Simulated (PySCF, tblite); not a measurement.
# C₅H₈O₂Se: a rotation path, then NMR shifts on frames, part 2 of 2

tblite 0.8.0 and PySCF 2.14.0. Atoms count from 0.

### Step 5. Nuclear shieldings: image 5, PBE0/pcSseg-1

The job: settings as JSON, then the geometry in Å.

```
{"job": {"kind": "nmr", "xc": "PBE0", "basis": "pcSseg-1", "pop": false}, "charge": 0, "multiplicity": 1}
C      3.475700    -0.471500     0.071300
C      2.133200    -0.051300    -0.245700
C      1.040600     0.348100    -0.540500
C     -0.301400     0.752100    -0.848000
Se    -1.556100    -0.605500    -0.137300
C     -2.853200     0.432300     0.875300
O     -2.290000    -1.321600    -1.338700
O     -0.823400    -1.603400     0.836500
H      3.517000    -1.558400     0.118200
H      3.772500    -0.064000     1.036400
H      4.165200    -0.119300    -0.695400
H     -0.557100     1.706400    -0.383800
H     -0.485300     0.783200    -1.924100
H     -3.390400     1.087400     0.196500
H     -2.324800     0.988100     1.643600
H     -3.530100    -0.293500     1.324400
```

With the program's defaults for keys left out, this is: GIAO PBE0/pcSseg-1 NMR shielding, non-relativistic, gas phase.

Output:

```text
coarse grid: 63368 points
cycle   1  E = -2745.8372375756  dE =  6.453e-01  |g| = 1.531e+00  |ddm| = 4.442e+00
cycle   2  E = -2744.2559856197  dE =  1.581e+00  |g| = 3.185e+00  |ddm| = 4.093e+00
cycle   3  E = -2746.1516822171  dE = -1.896e+00  |g| = 4.192e-01  |ddm| = 3.386e+00
cycle   4  E = -2746.1813470115  dE = -2.966e-02  |g| = 2.355e-01  |ddm| = 5.634e-01
cycle   5  E = -2746.1910905629  dE = -9.744e-03  |g| = 1.098e-01  |ddm| = 2.205e-01
cycle   6  E = -2746.1938808363  dE = -2.790e-03  |g| = 1.795e-02  |ddm| = 9.122e-02
cycle   7  E = -2746.1939465887  dE = -6.575e-05  |g| = 5.834e-03  |ddm| = 2.115e-02
cycle   8  E = -2746.1939521295  dE = -5.541e-06  |g| = 2.863e-03  |ddm| = 6.909e-03
final grid: 134512 points
cycle   9  E = -2746.1939222801  dE =  6.038e-06  |g| = 6.315e-03  |ddm| = 7.764e-03
cycle  10  E = -2746.1938904764  dE =  3.180e-05  |g| = 1.430e-02  |ddm| = 1.517e-02
cycle  11  E = -2746.1939299793  dE = -3.950e-05  |g| = 5.035e-04  |ddm| = 1.055e-02
cycle  12  E = -2746.1939300322  dE = -5.291e-08  |g| = 9.398e-05  |ddm| = 4.852e-04
cycle  13  E = -2746.1939300340  dE = -1.854e-09  |g| = 2.257e-05  |ddm| = 8.574e-05
cycle  14  E = -2746.1939300341  dE = -6.457e-11  |g| = 7.111e-06  |ddm| = 2.119e-05
converged SCF energy = -2746.1939300341

GIAO shielding tensors (ppm)
atom      isotropic    diamagn.    paramagn.     s11        s22        s33       span
  0 C      181.776     253.905     -72.129    173.532    174.910    196.884     23.352
  1 C       86.717     266.745    -180.028      1.239     11.618    247.293    246.054
  2 C      115.513     262.538    -147.025     33.895     37.895    274.748    240.853
  3 C      134.478     258.757    -124.279    103.613    118.152    181.668     78.055
  4 Se     845.678    2997.190   -2151.511    439.920    772.169   1324.946    885.026
  5 C      141.789     251.997    -110.208    116.659    118.139    190.568     73.909
  6 O       69.727     403.076    -333.350     36.368     61.994    110.818     74.450
  7 O       84.909     406.914    -322.004     46.015     62.090    146.622    100.607
  8 H       29.479      29.938      -0.460     24.169     28.208     36.059     11.889
  9 H       29.628      29.547       0.081     24.455     27.923     36.507     12.052
 10 H       29.626      26.913       2.713     24.377     27.654     36.848     12.470
 11 H       28.064      32.570      -4.506     23.184     28.721     32.288      9.104
 12 H       27.837      30.794      -2.957     22.921     27.987     32.602      9.681
 13 H       29.152      28.449       0.703     25.515     26.548     35.394      9.878
 14 H       29.288      30.970      -1.682     25.367     27.064     35.432     10.064
 15 H       28.704      26.486       2.218     25.121     26.006     34.986      9.865
```

It took 87 s on 1 thread of Intel Xeon at 2.50GHz, shared host; peak memory 0.96 GiB.

Key values: δ C1 100.2, C2 71.4, C3 52.4, C5 45.1, H12 3.88, H11 3.65 ppm.

### Step 6. NMR shieldings: image 6, PBE0/pcSseg-1

The job: settings as JSON, then the geometry in Å.

```
{"job": {"kind": "nmr", "xc": "PBE0", "basis": "pcSseg-1", "pop": false}, "charge": 0, "multiplicity": 1}
C      3.527200    -0.528800    -0.057700
C      2.174900    -0.072900    -0.266900
C      1.072000     0.354700    -0.469700
C     -0.275100     0.811500    -0.669700
Se    -1.504300    -0.582600     0.003400
C     -2.997200     0.429500     0.735700
O     -2.012500    -1.464800    -1.203300
O     -0.838600    -1.420400     1.159000
H      3.557000    -1.616300    -0.096700
H      3.880800    -0.199900     0.918200
H      4.179200    -0.124200    -0.831500
H     -0.480300     1.726800    -0.112200
H     -0.512700     0.934300    -1.727900
H     -3.486500     0.974100    -0.065700
H     -2.617900     1.094600     1.505200
H     -3.673500    -0.306700     1.168300
```

Method: GIAO PBE0/pcSseg-1 NMR shielding, non-relativistic, gas phase.

Output:

```text
coarse grid: 63368 points
cycle   1  E = -2745.8371529494  dE =  6.470e-01  |g| = 1.531e+00  |ddm| = 4.434e+00
cycle   2  E = -2744.2668075679  dE =  1.570e+00  |g| = 3.179e+00  |ddm| = 3.929e+00
cycle   3  E = -2746.1531305316  dE = -1.886e+00  |g| = 4.125e-01  |ddm| = 3.217e+00
cycle   4  E = -2746.1817466695  dE = -2.862e-02  |g| = 2.323e-01  |ddm| = 5.480e-01
cycle   5  E = -2746.1913141256  dE = -9.567e-03  |g| = 1.075e-01  |ddm| = 2.163e-01
cycle   6  E = -2746.1940025720  dE = -2.688e-03  |g| = 1.761e-02  |ddm| = 8.884e-02
cycle   7  E = -2746.1940677905  dE = -6.522e-05  |g| = 5.182e-03  |ddm| = 2.080e-02
cycle   8  E = -2746.1940723907  dE = -4.600e-06  |g| = 2.515e-03  |ddm| = 6.569e-03
final grid: 134512 points
cycle   9  E = -2746.1941085120  dE =  4.575e-06  |g| = 5.540e-03  |ddm| = 6.704e-03
cycle  10  E = -2746.1940841141  dE =  2.440e-05  |g| = 1.259e-02  |ddm| = 1.322e-02
cycle  11  E = -2746.1941143726  dE = -3.026e-05  |g| = 4.044e-04  |ddm| = 9.194e-03
cycle  12  E = -2746.1941144088  dE = -3.621e-08  |g| = 7.639e-05  |ddm| = 4.051e-04
cycle  13  E = -2746.1941144100  dE = -1.194e-09  |g| = 2.221e-05  |ddm| = 7.084e-05
cycle  14  E = -2746.1941144101  dE = -8.095e-11  |g| = 6.213e-06  |ddm| = 1.976e-05
converged SCF energy = -2746.1941144101

GIAO shielding tensors (ppm)
atom      isotropic    diamagn.    paramagn.     s11        s22        s33       span
  0 C      181.812     253.992     -72.180    173.483    174.895    197.058     23.574
  1 C       88.076     266.891    -178.815      0.716     11.676    251.837    251.121
  2 C      115.670     260.973    -145.303     35.110     37.630    274.270    239.160
  3 C      135.137     259.769    -124.632    107.473    117.534    180.404     72.931
  4 Se     845.232    2997.214   -2151.982    443.924    766.591   1325.183    881.259
  5 C      142.409     251.682    -109.272    116.659    119.681    190.889     74.231
  6 O       72.343     403.697    -331.354     28.398     59.551    129.080    100.681
  7 O       87.150     406.664    -319.514     43.816     65.474    152.160    108.344
  8 H       29.512      29.953      -0.441     24.212     28.194     36.129     11.917
  9 H       29.606      29.340       0.266     24.432     27.913     36.475     12.043
 10 H       29.636      27.048       2.589     24.389     27.672     36.848     12.459
 11 H       28.090      32.675      -4.585     22.962     28.779     32.528      9.566
 12 H       27.855      31.101      -3.246     23.156     27.877     32.533      9.377
 13 H       29.160      28.428       0.733     25.441     26.617     35.423      9.983
 14 H       29.348      30.339      -0.991     25.423     27.038     35.582     10.160
 15 H       28.689      26.276       2.413     25.090     25.967     35.009      9.919
```

Wall time 79 s (1 thread of Intel Xeon at 2.50GHz, shared host); peak memory 0.96 GiB.

In short: δ C1 98.8, C2 71.3, C3 51.8, C5 44.5, H12 3.86, H11 3.63 ppm.

### Step 7. Shielding tensors: image 8, PBE0/pcSseg-1

The job: settings as JSON, then the geometry in Å.

```
{"job": {"kind": "nmr", "xc": "PBE0", "basis": "pcSseg-1", "pop": false}, "charge": 0, "multiplicity": 1}
C      3.480300    -0.678300    -0.282000
C      2.172000    -0.071800    -0.317800
C      1.107100     0.480200    -0.366400
C     -0.223400     1.030300    -0.369600
Se    -1.349700    -0.442200     0.297400
C     -3.139500     0.307000     0.457500
O     -1.374700    -1.609900    -0.761100
O     -0.863000    -0.894600     1.726100
H      3.387000    -1.747400    -0.465700
H      3.931800    -0.525200     0.697100
H      4.120200    -0.238200    -1.045900
H     -0.326200     1.874000     0.313300
H     -0.566800     1.280300    -1.374000
H     -3.465100     0.676900    -0.509200
H     -3.128900     1.089600     1.209100
H     -3.768800    -0.521800     0.779700
```

Method: GIAO PBE0/pcSseg-1 NMR shielding, non-relativistic, gas phase.

Output:

```text
coarse grid: 63368 points
cycle   1  E = -2745.8373499143  dE =  6.568e-01  |g| = 1.531e+00  |ddm| = 4.366e+00
cycle   2  E = -2744.2815371985  dE =  1.556e+00  |g| = 3.170e+00  |ddm| = 3.873e+00
cycle   3  E = -2746.1544423906  dE = -1.873e+00  |g| = 4.064e-01  |ddm| = 3.163e+00
cycle   4  E = -2746.1817764162  dE = -2.733e-02  |g| = 2.319e-01  |ddm| = 5.340e-01
cycle   5  E = -2746.1914358712  dE = -9.659e-03  |g| = 1.061e-01  |ddm| = 2.165e-01
cycle   6  E = -2746.1940651127  dE = -2.629e-03  |g| = 1.695e-02  |ddm| = 8.810e-02
cycle   7  E = -2746.1941274820  dE = -6.237e-05  |g| = 4.190e-03  |ddm| = 2.023e-02
cycle   8  E = -2746.1941314061  dE = -3.924e-06  |g| = 1.039e-03  |ddm| = 6.494e-03
final grid: 134512 points
cycle   9  E = -2746.1940935156  dE =  3.615e-07  |g| = 1.804e-03  |ddm| = 3.691e-03
cycle  10  E = -2746.1940913544  dE =  2.161e-06  |g| = 3.819e-03  |ddm| = 4.397e-03
cycle  11  E = -2746.1940941608  dE = -2.806e-06  |g| = 3.364e-04  |ddm| = 2.852e-03
cycle  12  E = -2746.1940941886  dE = -2.786e-08  |g| = 4.617e-05  |ddm| = 4.168e-04
cycle  13  E = -2746.1940941890  dE = -3.674e-10  |g| = 1.338e-05  |ddm| = 4.522e-05
converged SCF energy = -2746.1940941890

GIAO shielding tensors (ppm)
atom      isotropic    diamagn.    paramagn.     s11        s22        s33       span
  0 C      181.911     253.544     -71.633    173.340    174.895    197.496     24.156
  1 C       90.164     266.378    -176.215     -1.325     11.043    260.774    262.099
  2 C      115.459     260.765    -145.306     36.454     37.770    272.152    235.698
  3 C      136.263     261.485    -125.222    113.511    118.367    176.912     63.401
  4 Se     842.437    2997.819   -2155.382    447.613    762.276   1317.423    869.809
  5 C      143.578     251.035    -107.457    117.371    121.748    191.616     74.245
  6 O       87.092     405.697    -318.605     38.322     65.886    157.068    118.746
  7 O       88.989     406.205    -317.215     40.218     62.994    163.756    123.539
  8 H       29.505      30.206      -0.701     24.136     28.331     36.048     11.913
  9 H       29.587      28.785       0.801     24.382     27.885     36.493     12.110
 10 H       29.670      26.970       2.700     24.445     27.600     36.965     12.519
 11 H       28.063      32.086      -4.023     23.176     27.870     33.142      9.967
 12 H       28.026      31.821      -3.795     23.285     27.696     33.097      9.812
 13 H       29.268      28.848       0.419     25.363     26.777     35.663     10.300
 14 H       29.274      28.981       0.293     25.318     26.792     35.711     10.393
 15 H       28.663      26.277       2.386     25.081     25.951     34.957      9.875
```

Wall time 81 s (1 thread of Intel Xeon at 2.50GHz, shared host); peak memory 0.98 GiB.

Key values: δ C1 96.8, C2 71.5, C3 50.7, C5 43.3, H12 3.69, H11 3.65 ppm.

### Step 8. Side by side: NMR shifts

Shifts (ppm) of some atoms, chosen among heavy atoms and hydrogens apart, with basis size and wall time:

```csv
frame,C1,C5,H14,H15,Se4,O6,O7,functions,time
image 0,94.6,38.3,3.49,2.72,941,259.4,250.9,200,84 s
image 2,96.4,41.9,2.93,2.84,930,257.5,246.2,200,83 s
image 5,100.2,45.1,2.43,3.01,913,266.4,251.2,200,87 s
image 6,98.8,44.5,2.37,3.03,913,263.7,248.9,200,79 s
image 8,96.8,43.3,2.44,3.05,916,249.0,247.1,200,81 s
```

### Step 9. Summary of results

What follows sums up all 2 parts.

```
                                          quantity                                               value
                                           barrier                  0.092 eV (2.1 kcal/mol) at image 5
                             end to end (GFN2-xTB)                                            0.039 eV
   13C shifts against TMS (PBE0/pcSseg-1, image 0)                     94.6, 74.6, 50.6, 38.3, 4.8 ppm
    1H shifts against TMS (PBE0/pcSseg-1, image 0)  3.92, 3.67, 3.49, 2.72, 2.24, 2.20, 2.18, 2.06 ppm
77Se shifts against Me2Se (PBE0/pcSseg-1, image 0)                                             941 ppm
   17O shifts against H2O (PBE0/pcSseg-1, image 0)                                    259.4, 250.9 ppm
                         range of the shift of Se4                                      913 to 941 ppm
```

Along the band the dihedral turns by 125°, and the top (dihedral 129°) lies 2.1 kcal/mol above the start (GFN2-xTB, rough), so at room temperature this motion is fast. Ends this close can change order at a higher level. The top was not checked by a frequency run. Shifts at one fixed geometry are not the observed spectrum, which averages over the motion. In the first frame run (image 0): The widest tensor belongs to Se4: span 794 ppm, with a paramagnetic part of -2180 ppm. In ppm, Se4 moves most: its shift spreads over 29 ppm, from 913 (image 5) to 941 (image 0). Spin-orbit coupling is left out, which matters for shieldings and couplings at and beside the heavy atoms.
